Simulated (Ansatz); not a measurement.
ScNb:

```xyz
2
Lattice="3.0656 0.0000 0.0000 -1.5328 2.6549 0.0000 0.0000 0.0000 5.0722" Properties=species:S:1:pos:R:3 pbc="T T T"
Nb    0.0000    1.7700    2.5361
Sc    0.0000    0.0000    0.0000
```

The cell comes from a database or a generator and needn't be the stable form of this composition.

Base run:

```yaml
Program: Ansatz 0.2.0
Functional: PBE
Potentials_or_basis: all-electron LAPW, scalar-relativistic
Cutoff: 190 eV (chosen from the basis error)
Basis_error_allowed: 0.001 eV/atom
k_mesh: 10 × 10 × 5
Occupations: gaussian, width 0.05 eV
Spin: no spin polarisation
```

Its results: band gap on the k mesh none (metal or under the smearing width); pressure -0.1 GPa.

Problem. The run is repeated on the same cell with these changes: functional from PBE to PBEsol; occupations from gaussian, width 0.05 eV to gaussian, width 0.1 eV. What comes out?

Solution. Band gap on the k mesh none (metal or under the smearing width); pressure -4.1 GPa.
